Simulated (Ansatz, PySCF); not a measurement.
# Sm(OH)3 in two programs

Sm(OH)3 (singlet in the valence; each metal's 4f electrons, 5 of them, lie in its core potential, out of spins and levels), relaxed with PySCF 2.14.0, RKS PBE0, Sm lcecp-1-SVP with ECP51, O def2-SVP, H def2-SVP; non-relativistic Hamiltonian with scalar-relativistic core potentials where named; density fitting; no spin-orbit coupling:

```xyz
7

Sm    0.0000    0.0000   -0.0327
O     2.0904    0.0000    0.1162
H     3.0397    0.0000    0.2326
O    -1.0452    1.8103    0.1162
H    -1.5198    2.6325    0.2326
O    -1.0452   -1.8103    0.1162
H    -1.5199   -2.6325    0.2326
```

There the HOMO–LUMO gap is 6.28 eV. The 4f levels lie in the core potential and are missing.

The same geometry by Ansatz 0.2.0 (PBE, PAW with the 4f shell of lanthanides and the 5f shell of actinides in the valence, a periodic box with 9 Å of vacuum; gaps over both spins; site moments in spheres, but by Gaussian weights under spin-orbit coupling, so that the two can't be compared; unpaired electrons at the start: 5, along z under spin-orbit coupling; the open shells may stand above their lowest state):

| spin-orbit coupling | U on f (eV) | gap (eV) | spin moment on Sm1 (μB) | orbital moment of its f shell (μB) | largest force component (eV/Å) |
| --- | --- | --- | --- | --- | --- |
| without | 0 | 0.35 | 4.87 | – | 0.46 |
| without | 5 | 2.49 | 4.81 | – | 0.39 |

**Question.** What does the run with spin-orbit coupling and with U = 0 eV give?

**Answer.** gap (eV): 0.21, spin moment on Sm1 (μB): 4.80, orbital moment of its f shell (μB): 1.06, largest force component (eV/Å): 0.46. It took 2.8 min on 2 threads of Intel(R) Xeon(R) Processor @ 2.50GHz (Skylake/Cascade Lake), with other jobs on the host, peak memory 2.7 GiB.

Semilocal functionals tend to give orbital moments well under those of Hund's rules.

Without U the plane-wave gap ends on 4f levels, which the Gaussian run lacks; U moves filled and empty 4f levels apart, though the lowest empty ones can remain 4f.

The spin-orbit runs use fully relativistic datasets of their own, so changes of a few hundredths of an eV needn't come from the coupling.

An lcecp potential fixes the number of 4f electrons, so in runs with it no electron can move into or out of that shell.
